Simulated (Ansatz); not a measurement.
**BiPt: further runs on the relaxed cell**

One table from this session's results is given with a row withheld; the runs are named, their logs left out.

Method: DFT PBEsol, scalar-relativistic, plane waves, PAW, in Ansatz 0.2.0.

1 further run of the same task is left out (set aside as unsound or not needed).

### The system as given

Symmetry: P6_3/mmc, No. 194, hexagonal system. Conventional cell: a = 4.362 Å, b = 4.362 Å, c = 5.488 Å, α = 90.00°, β = 90.00°, γ = 120.00°. Bi (site symmetry -6m2) is surrounded by 6 Pt at 2.87 Å. Pt (site symmetry -3m) has 2 Pt at 2.74 Å and 6 Bi at 2.87 Å as nearest neighbours.

As a file:

```xyz
4
Lattice="4.3619 0.0000 0.0000 -2.1809 3.7775 0.0000 0.0000 0.0000 5.4876" Properties=species:S:1:pos:R:3 pbc="T T T"
Bi    0.0000    2.5183    1.3719
Bi    2.1809    1.2592    4.1157
Pt    0.0000    0.0000    0.0000
Pt    0.0000    0.0000    2.7438
```

It is the result of an earlier relaxation at this level (volume 22.61 Å³/atom; gap on the mesh: none (metal)).

Set-up of the first run:

The input, input.yaml:

```yaml
crystal:
  lattice:
    - [4.3618976945, 0.0, 0.0]
    - [-2.1809488473, 3.7775142121, 0.0]
    - [0.0, 0.0, 5.4876270073]
  atoms:
    - { symbol: Bi, position: [0.3333333333, 0.6666666667, 0.25] }
    - { symbol: Bi, position: [0.6666666667, 0.3333333333, 0.75] }
    - { symbol: Pt, position: [0.0, 0.0, 0.0] }
    - { symbol: Pt, position: [0.0, 0.0, 0.5] }
basis:
  ecutwfc: 420
kpoints:
  mp_grid: { grid: [12, 12, 8] }
  band_path:
    path:
      - [[0.0, 0.0, 0.0], [0.5, 0.0, 0.0], [0.33333333, 0.33333333, 0.0], [0.0, 0.0, 0.0], [0.0, 0.0, 0.5], [0.5, 0.0, 0.5], [0.33333333, 0.33333333, 0.5], [0.0, 0.0, 0.5]]
      - [[0.5, 0.0, 0.5], [0.5, 0.0, 0.0]]
      - [[0.33333333, 0.33333333, 0.5], [0.33333333, 0.33333333, 0.0]]
    npoints: 14
hamiltonian:
  xc: pbesol
scf:
  occupations: { method: gaussian, width: 0.1 }
  n_extra_bands: 10
output:
  forces: true
  stress: true
  eigenvalues: true
  populations: true
  dos: { projected: true, de: 0.02, nscf_kmesh: { grid: [18, 18, 12] } }
  bader: true
  write_density: true
  write_potential: true
  elf: true
  volumetric_format: npy
```

Started as:

```
ansatz run input.yaml --threads 1 --pin off --max-ram 2560MiB --backend cpu --events-out ev --progress --plain --runs-dir out
```

Steps of the session up to this table: Bands, states and charges; The cell scaled to 0.97 of its volume; Volume × 1.03; Point at V/V0 = 0.94; Point at V/V0 = 1.06.

One table of the session follows, with a row left open; its other results are not shown here.

It belongs to the step «Fit of the equation of state». 

| volume (Å³/atom) | energy above the lowest point (meV/atom) | pressure (GPa) |
| --- | --- | --- |
| 21.249 | 35.1 | 8.85 |
| 21.927 | ? | ? |
| 22.605 | 0.0 | -0.01 |
| 23.283 | 7.4 | -3.36 |
| 23.961 | 27.8 | -6.15 |

Q: Estimate the row for volume (Å³/atom) = 21.927 from the others.

Worked estimate for «energy above the lowest point (meV/atom)». A straight line through the neighbours (21.249, 35.1) and (22.605, 0.0) gives 35.1 + (0.0 − 35.1) × (21.927 − 21.249) / (22.605 − 21.249) = 17.6; a parabola fitted to 3 rows on both sides gives 9.2.

**Answer.** energy above the lowest point (meV/atom): 8.2; pressure (GPa): 4.02. In «energy above the lowest point (meV/atom)» the line misses by +9.4 and the parabola by +1.0.
